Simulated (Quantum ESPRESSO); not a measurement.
# AlNi3 (Pm-3m) in Quantum ESPRESSO: reference runs

Aim: a first look at AlNi3 with PBE, on the cell as given.

All numbers are computed with Quantum ESPRESSO 7.5; they aren't measurements. Logs are shortened: lines on timing, memory, paths and dates and some standing lists are left out, and cuts for length are marked.

### Step 1. The structure

Symmetry: Pm-3m, No. 221, cubic system. Conventional cell: a = 3.523 Å, b = 3.523 Å, c = 3.523 Å, α = 90.00°, β = 90.00°, γ = 90.00°. Ni (site symmetry 4/mmm) has 8 Ni at 2.49 Å and 4 Al at 2.49 Å as nearest neighbours. Al (site symmetry m-3m) has 12 Ni at 2.49 Å as nearest neighbours.

The cell is a database's computed one.

### Step 2. Single point, PBE, collinear spin, ferromagnetic start

Contents of pw.in:

```
&CONTROL
  calculation = 'scf'
  prefix = 'pwscf'
  outdir = './tmp'
  pseudo_dir = './pseudo'
  tprnfor = .true.
  tstress = .true.
  disk_io = 'low'
/
&SYSTEM
  ibrav = 0
  nat = 4
  ntyp = 2
  ecutwfc = 55
  ecutrho = 440
  nbnd = 42
  occupations = 'smearing'
  smearing = 'fd'
  degauss = 0.00367493
  nspin = 2
  starting_magnetization(1) = 0.0556
  starting_magnetization(2) = 0
/
&ELECTRONS
  conv_thr = 8d-10
  electron_maxstep = 120
  mixing_beta = 0.3
/
ATOMIC_SPECIES
Ni    58.6934 ni_pbe_v1.4.uspp.F.UPF
Al    26.9815 Al.pbe-n-kjpaw_psl.1.0.0.UPF
CELL_PARAMETERS angstrom
   3.5230547267    0.0000000000    0.0000000000
   0.0000000000    3.5230547267    0.0000000000
   0.0000000000    0.0000000000    3.5230547267
ATOMIC_POSITIONS crystal
Ni     0.5000000000    0.5000000000    0.0000000000
Ni     0.5000000000    0.0000000000    0.5000000000
Ni     0.0000000000    0.5000000000    0.5000000000
Al     0.0000000000    0.0000000000    0.0000000000
K_POINTS automatic
8 8 8 0 0 0
```

Contents of pp_density.in:

```
&INPUTPP
  prefix = 'pwscf'
  outdir = './tmp'
  filplot = 'density.dat'
  plot_num = 0
/
&PLOT
  nfile = 1
  filepp(1) = 'density.dat'
  iflag = 3
  output_format = 6
  fileout = 'density.cube'
/
```

Contents of pp_potential.in:

```
&INPUTPP
  prefix = 'pwscf'
  outdir = './tmp'
  filplot = 'potential.dat'
  plot_num = 11
/
&PLOT
  nfile = 1
  filepp(1) = 'potential.dat'
  iflag = 3
  output_format = 6
  fileout = 'potential.cube'
/
```

Contents of pp_spin.in:

```
&INPUTPP
  prefix = 'pwscf'
  outdir = './tmp'
  filplot = 'spin.dat'
  plot_num = 6
/
&PLOT
  nfile = 1
  filepp(1) = 'spin.dat'
  iflag = 3
  output_format = 6
  fileout = 'spin.cube'
/
```

Potentials or basis: SSSP 1.3 efficiency PBE.

Started as:

```sh
$ OMP_NUM_THREADS=1 mpirun -n 2 pw.x -nk 2 -in pw.in > pw.out
$ OMP_NUM_THREADS=1 mpirun -n 1 pp.x -in pp_density.in > pp_density.out
$ OMP_NUM_THREADS=1 mpirun -n 1 pp.x -in pp_potential.in > pp_potential.out
$ OMP_NUM_THREADS=1 mpirun -n 1 pp.x -in pp_spin.in > pp_spin.out
```

pw.out:

```text
This program is part of the open-source Quantum ESPRESSO suite
     for quantum simulation of materials; please cite
         "P. Giannozzi et al., J. Phys.:Condens. Matter 21 395502 (2009);
         "P. Giannozzi et al., J. Phys.:Condens. Matter 29 465901 (2017);
         "P. Giannozzi et al., J. Chem. Phys. 152 154105 (2020);
     in publications or presentations arising from this work. More details at

     file Al.pbe-n-kjpaw_psl.1.0.0.UPF: wavefunction(s)  3S 3P renormalized
     Message from routine setup:
     using ibrav=0 with symmetry is DISCOURAGED, use correct ibrav instead

     K-points division:     npool     =       2
     Subspace diagonalization in iterative solution of the eigenvalue problem:
     a serial algorithm will be used

     G-vector sticks info
     --------------------
     sticks:   dense  smooth     PW     G-vecs:    dense   smooth      PW
     Sum        1565     777    241                46297    16279    2801

     Using Slab Decomposition

     bravais-lattice index     =            0
     lattice parameter (alat)  =       6.6576  a.u.
     unit-cell volume          =     295.0902 (a.u.)^3
     number of atoms/cell      =            4
     number of atomic types    =            2
     number of electrons       =        57.00
     number of Kohn-Sham states=           42
     kinetic-energy cutoff     =      55.0000  Ry
     charge density cutoff     =     440.0000  Ry
     scf convergence threshold =      8.0E-10
     mixing beta               =       0.3000
     number of iterations used =            8  plain     mixing
     Exchange-correlation= SLA  PW   PBX  PBC
                           (   1   4   3   4   0   0   0)

     celldm(1)=   6.657609  celldm(2)=   0.000000  celldm(3)=   0.000000
     celldm(4)=   0.000000  celldm(5)=   0.000000  celldm(6)=   0.000000

     crystal axes: (cart. coord. in units of alat)
               a(1) = (   1.000000   0.000000   0.000000 )
               a(2) = (   0.000000   1.000000   0.000000 )
               a(3) = (   0.000000   0.000000   1.000000 )

     reciprocal axes: (cart. coord. in units 2 pi/alat)
               b(1) = (  1.000000  0.000000  0.000000 )
               b(2) = (  0.000000  1.000000  0.000000 )
               b(3) = (  0.000000  0.000000  1.000000 )

     PseudoPot. # 1 for Ni read from file:
     ni_pbe_v1.4.uspp.F.UPF
     Pseudo is Ultrasoft + core correction, Zval = 18.0
     Generated by new atomic code, or converted to UPF format
     Using radial grid of  865 points,  6 beta functions with:
                l(1) =   0
                l(2) =   0
                l(3) =   1
                l(4) =   1
                l(5) =   2
                l(6) =   2
     Q(r) pseudized with 10 coefficients,  rinner =    0.980   0.980   0.980
                                                       0.980   0.980

     PseudoPot. # 2 for Al read from file:
     Al.pbe-n-kjpaw_psl.1.0.0.UPF
     Pseudo is Projector augmented-wave + core cor, Zval =  3.0
     Generated using "atomic" code by A. Dal Corso  v.5.1
     Shape of augmentation charge: PSQ
     Using radial grid of 1135 points,  6 beta functions with:
                l(1) =   0
                l(2) =   0
                l(3) =   1
                l(4) =   1
                l(5) =   2
                l(6) =   2
     Q(r) pseudized with 0 coefficients

     atomic species   valence    mass     pseudopotential
     Ni               18.00    58.69340     Ni( 1.00)
     Al                3.00    26.98150     Al( 1.00)

     Starting magnetic structure
     atomic species   magnetization
     Ni              0.056
     Al              0.000

     48 Sym. Ops., with inversion, found

   Cartesian axes

     site n.     atom                  positions (alat units)
         1        Ni     tau(   1) = (   0.5000000   0.5000000   0.0000000  )
         2        Ni     tau(   2) = (   0.5000000   0.0000000   0.5000000  )
         3        Ni     tau(   3) = (   0.0000000   0.5000000   0.5000000  )
         4        Al     tau(   4) = (   0.0000000   0.0000000   0.0000000  )

     number of k points=    35  Fermi-Dirac smearing, width (Ry)=  0.0037
                       cart. coord. in units 2pi/alat
        k(    1) = (   0.0000000   0.0000000   0.0000000), wk =   0.0019531
        k(    2) = (   0.0000000   0.0000000   0.1250000), wk =   0.0117188
        k(    3) = (   0.0000000   0.0000000   0.2500000), wk =   0.0117188
        k(    4) = (   0.0000000   0.0000000   0.3750000), wk =   0.0117188
        k(    5) = (   0.0000000   0.0000000  -0.5000000), wk =   0.0058594
        k(    6) = (   0.0000000   0.1250000   0.1250000), wk =   0.0234375
[... 27 lines left out ...]
        k(   34) = (   0.3750000  -0.5000000  -0.5000000), wk =   0.0117188
        k(   35) = (  -0.5000000  -0.5000000  -0.5000000), wk =   0.0019531

     Dense  grid:    46297 G-vectors     FFT dimensions: (  45,  45,  45)

     Smooth grid:    16279 G-vectors     FFT dimensions: (  32,  32,  32)

     Check: negative core charge=   -0.000010
     Generating pointlists ...
     new r_m :   0.2917 (alat units)  1.9419 (a.u.) for type    1
     new r_m :   0.2917 (alat units)  1.9419 (a.u.) for type    2

     Initial potential from superposition of free atoms

     starting charge      50.9977, renormalised to      57.0000
     Starting wfcs are   43 randomized atomic wfcs
     Checking if some PAW data can be deallocated...

     Self-consistent Calculation

     iteration #  1     ecut=    55.00 Ry     beta= 0.30
     Davidson diagonalization with overlap
     ethr =  1.00E-02,  avg # of iterations =  6.1

     total energy              =   -1033.91940959 Ry
     estimated scf accuracy    <     137.07270400 Ry

     total magnetization       =     0.30 Bohr mag/cell
     absolute magnetization    =     0.37 Bohr mag/cell

     iteration #  2     ecut=    55.00 Ry     beta= 0.30
     Davidson diagonalization with overlap
     ethr =  1.00E-02,  avg # of iterations =  3.0

     total energy              =   -1067.51480026 Ry
     estimated scf accuracy    <      22.73528610 Ry

     total magnetization       =     0.06 Bohr mag/cell
     absolute magnetization    =     0.17 Bohr mag/cell
[... 121 lines left out ...]
     iteration # 15     ecut=    55.00 Ry     beta= 0.30
     Davidson diagonalization with overlap
     ethr =  2.64E-10,  avg # of iterations =  2.1

     total energy              =   -1069.46430049 Ry
     estimated scf accuracy    <          7.6E-09 Ry

     total magnetization       =     0.69 Bohr mag/cell
     absolute magnetization    =     0.86 Bohr mag/cell

     iteration # 16     ecut=    55.00 Ry     beta= 0.30
     Davidson diagonalization with overlap
     ethr =  1.33E-11,  avg # of iterations =  2.0

     Magnetic moment per site  (integrated on atomic sphere of radius R)
     atom   1 (R=0.292)  charge= 16.7982  magn=  0.2567
     atom   2 (R=0.292)  charge= 16.7982  magn=  0.2567
     atom   3 (R=0.292)  charge= 16.7982  magn=  0.2567
     atom   4 (R=0.292)  charge=  1.2929  magn= -0.0160

     End of self-consistent calculation

 ------ SPIN UP ------------

          k = 0.0000 0.0000 0.0000 (  2007 PWs)   bands (ev):

   -86.9962 -86.9630 -86.9630 -47.4499 -47.4499 -47.4499 -47.3698 -47.3698
   -47.3698 -47.2999 -47.2999 -47.2999   5.9886  11.6880  12.4043  12.4043
    12.7874  12.7874  12.7874  14.7905  14.7905  14.7905  15.6265  15.6265
    15.9730  16.1873  16.1873  16.1873  17.0647  17.0647  17.0647  22.9157
    22.9157  23.7561  28.6479  28.6479  28.6479  30.4118  30.4118  30.4118
    31.3345  31.3345

          k = 0.0000 0.0000 0.1250 (  2015 PWs)   bands (ev):

   -86.9951 -86.9641 -86.9629 -47.4468 -47.4468 -47.4448 -47.3707 -47.3707
   -47.3700 -47.3056 -47.3023 -47.3023   6.1846  11.7426  12.2888  12.5286
    12.8201  12.8201  12.8339  14.6825  14.6825  14.7393  15.5078  15.6283
    15.7916  15.7916  15.9004  16.1875  16.3604  17.7101  17.7101  22.8973
    23.3482  24.5209  27.6897  27.6897  28.1118  29.6364  29.7781  29.7781
    31.3264  33.3936
[... 273 lines left out ...]
   -86.9755 -86.9739 -86.9723 -47.4717 -47.4410 -47.4393 -47.4347 -47.3306
   -47.3247 -47.3231 -47.3040 -47.3006  10.3512  11.6408  11.8832  12.3970
    13.5659  13.6693  13.7057  14.0884  14.0928  14.2326  14.5145  14.9537
    14.9992  15.2437  15.3601  15.6720  15.9678  16.5121  16.6024  20.0800
    20.4330  21.3583  22.0707  31.7172  32.5921  34.2724  35.2233  36.4812
    36.5807  36.8926

          k = 0.3750-0.5000-0.5000 (  2032 PWs)   bands (ev):

   -86.9739 -86.9739 -86.9739 -47.4767 -47.4450 -47.4401 -47.4401 -47.3239
   -47.3239 -47.3192 -47.3037 -47.2975  10.4170  11.9551  11.9551  12.1634
    13.7624  13.7624  13.8411  14.1264  14.1264  14.1375  14.6763  15.0536
    15.0536  15.1327  15.2766  15.7066  15.9223  16.2282  16.2282  20.1613
    20.6826  20.6826  21.0734  32.4119  34.2148  35.6590  35.6590  36.2033
    36.4882  36.4882

          k =-0.5000-0.5000-0.5000 (  2008 PWs)   bands (ev):

   -86.9739 -86.9739 -86.9739 -47.4830 -47.4450 -47.4450 -47.4450 -47.3192
   -47.3192 -47.3192 -47.2975 -47.2975  10.4047  12.0991  12.0991  12.0991
    14.0738  14.0738  14.0738  14.0978  14.0978  14.0978  14.8549  14.8549
    14.8549  15.1170  15.1170  15.9565  15.9964  15.9964  15.9964  19.7954
    20.3671  20.3671  20.3671  34.6626  34.6626  36.4368  36.4368  36.4368
    37.8688  37.8688

 ------ SPIN DOWN ----------

          k = 0.0000 0.0000 0.0000 (  2007 PWs)   bands (ev):

   -86.6454 -86.6117 -86.6117 -47.1153 -47.1153 -47.1153 -47.0553 -47.0553
   -47.0553 -46.9318 -46.9318 -46.9318   5.9623  11.7980  12.5615  12.5615
    13.0576  13.0576  13.0576  15.0302  15.0302  15.0302  15.8535  15.8535
    16.2622  16.5915  16.5915  16.5915  17.0351  17.0351  17.0351  23.0190
    23.0190  23.8337  28.6317  28.6317  28.6317  30.4162  30.4162  30.4162
    31.3649  31.3649

          k = 0.0000 0.0000 0.1250 (  2015 PWs)   bands (ev):

   -86.6442 -86.6128 -86.6117 -47.1124 -47.1124 -47.1111 -47.0561 -47.0561
   -47.0555 -46.9366 -46.9339 -46.9339   6.1582  11.8487  12.4287  12.6889
    13.0833  13.0833  13.1078  14.9136  14.9136  14.9748  15.7237  15.8550
    16.1089  16.1089  16.1873  16.3906  16.5917  17.7786  17.7786  22.9960
    23.4310  24.5840  27.7016  27.7016  28.1047  29.6509  29.7788  29.7788
    31.3513  33.4022
[... 273 lines left out ...]
   -86.6244 -86.6228 -86.6212 -47.1275 -47.1258 -47.1231 -47.0831 -47.0138
   -47.0096 -47.0079 -46.9163 -46.9110  10.3834  11.7413  12.0134  12.6038
    13.7007  13.7238  13.8328  14.3662  14.3680  14.5207  14.6654  15.1550
    15.2003  15.4613  15.5489  15.8503  16.3256  16.7791  16.7997  20.2148
    20.6188  21.4818  22.2008  31.6901  32.5655  34.2766  35.2154  36.4485
    36.5988  36.9049

          k = 0.3750-0.5000-0.5000 (  2032 PWs)   bands (ev):

   -86.6228 -86.6228 -86.6228 -47.1316 -47.1266 -47.1266 -47.0903 -47.0087
   -47.0087 -47.0040 -46.9141 -46.9079  10.4621  12.1038  12.1038  12.3526
    13.8537  13.8580  13.8580  14.3967  14.3967  14.4243  14.8442  15.2443
    15.2443  15.3457  15.4588  15.7626  16.2790  16.5445  16.5445  20.2662
    20.8574  20.8574  21.2372  32.3816  34.1837  35.6623  35.6623  36.1959
    36.4512  36.4512

          k =-0.5000-0.5000-0.5000 (  2008 PWs)   bands (ev):

   -86.6228 -86.6228 -86.6228 -47.1315 -47.1315 -47.1315 -47.0967 -47.0040
   -47.0040 -47.0040 -46.9078 -46.9078  10.4574  12.2959  12.2959  12.2959
    14.0609  14.0609  14.0609  14.3606  14.3606  14.3606  15.0537  15.0537
    15.0537  15.3293  15.3293  15.9439  16.3538  16.3538  16.3538  19.9146
    20.5636  20.5636  20.5636  34.6316  34.6316  36.4025  36.4025  36.4025
    37.8379  37.8379

     the Fermi energy is    16.2317 ev

!    total energy              =   -1069.46430050 Ry
     estimated scf accuracy    <          1.3E-10 Ry
     smearing contrib. (-TS)   =      -0.00219575 Ry
     internal energy E=F+TS    =   -1069.46210475 Ry

     The total energy is F=E-TS. E is the sum of the following terms:
     one-electron contribution =    -686.57835039 Ry
     hartree contribution      =     377.87503523 Ry
     xc contribution           =    -109.54813247 Ry
     ewald contribution        =    -616.51982490 Ry
     one-center paw contrib.   =     -34.69083222 Ry

     total magnetization       =     0.69 Bohr mag/cell
     absolute magnetization    =     0.86 Bohr mag/cell

     convergence has been achieved in  16 iterations

     Forces acting on atoms (cartesian axes, Ry/au):

     atom    1 type  1   force =     0.00000000    0.00000000    0.00000000
     atom    2 type  1   force =     0.00000000    0.00000000    0.00000000
     atom    3 type  1   force =     0.00000000    0.00000000    0.00000000
     atom    4 type  2   force =     0.00000000    0.00000000    0.00000000

     Total force =     0.000000     Total SCF correction =     0.000000

     Computing stress (Cartesian axis) and pressure

          total   stress  (Ry/bohr**3)                   (kbar)     P=       73.47
   0.00049942   0.00000000   0.00000000           73.47        0.00        0.00
   0.00000000   0.00049942   0.00000000            0.00       73.47        0.00
   0.00000000   0.00000000   0.00049942            0.00        0.00       73.47

=------------------------------------------------------------------------------=
   JOB DONE.
=------------------------------------------------------------------------------=
```

It took 1.8 min on 2 MPI ranks of Intel Xeon Platinum 8259CL at 2.50GHz (Skylake/Cascade Lake), shared host; peak memory 0.38 GiB.

Results:

* Free energy: -14550.8031 eV
* Pressure: 7.3 GPa
* Band gap on the k mesh: none (metal or under the smearing width)
* Net moment: 0.69 μB per cell
* Absolute moment: 0.86 μB per cell
* Site moments: Ni +0.26; Al -0.02 μB
* Valence electrons inside the program's atomic spheres: Ni 16.80; Al 1.29

Levels at points of the mesh, in eV from the Fermi level:
Spin up:
| k point | band 25 | band 26 | band 27 | band 28 | band 29 | band 30 | band 31 | band 32 | band 33 | band 34 |
| --- | --- | --- | --- | --- | --- | --- | --- | --- | --- | --- |
| (0.00, 0.00, 0.00) | -0.26 | -0.04 | -0.04 | -0.04 | 0.83 | 0.83 | 0.83 | 6.68 | 6.68 | 7.52 |
| (0.00, 0.00, -0.50) | -1.26 | -1.25 | -1.09 | -0.54 | -0.04 | 5.63 | 5.63 | 5.65 | 5.65 | 6.52 |
| (0.00, -0.50, -0.50) | -1.38 | -1.28 | -1.01 | -1.00 | -0.61 | 0.88 | 0.88 | 8.28 | 8.28 | 8.34 |
| (-0.50, -0.50, -0.50) | -1.38 | -1.11 | -1.11 | -0.28 | -0.24 | -0.24 | -0.24 | 3.56 | 4.14 | 4.14 |
Spin down:
```
              k point  band 24  band 25  band 26  band 27  band 28  band 29  band 30  band 31  band 32  band 33
   (0.00, 0.00, 0.00)    -0.38     0.03     0.36     0.36     0.36     0.80     0.80     0.80     6.79     6.79
  (0.00, 0.00, -0.50)    -1.05    -0.96    -0.96    -0.84    -0.31     0.36     5.69     5.69     5.70     5.70
 (0.00, -0.50, -0.50)    -1.16    -1.16    -1.12    -0.79    -0.62    -0.45     1.17     1.17     8.32     8.32
(-0.50, -0.50, -0.50)    -1.18    -1.18    -0.90    -0.90    -0.29     0.12     0.12     0.12     3.68     4.33
```
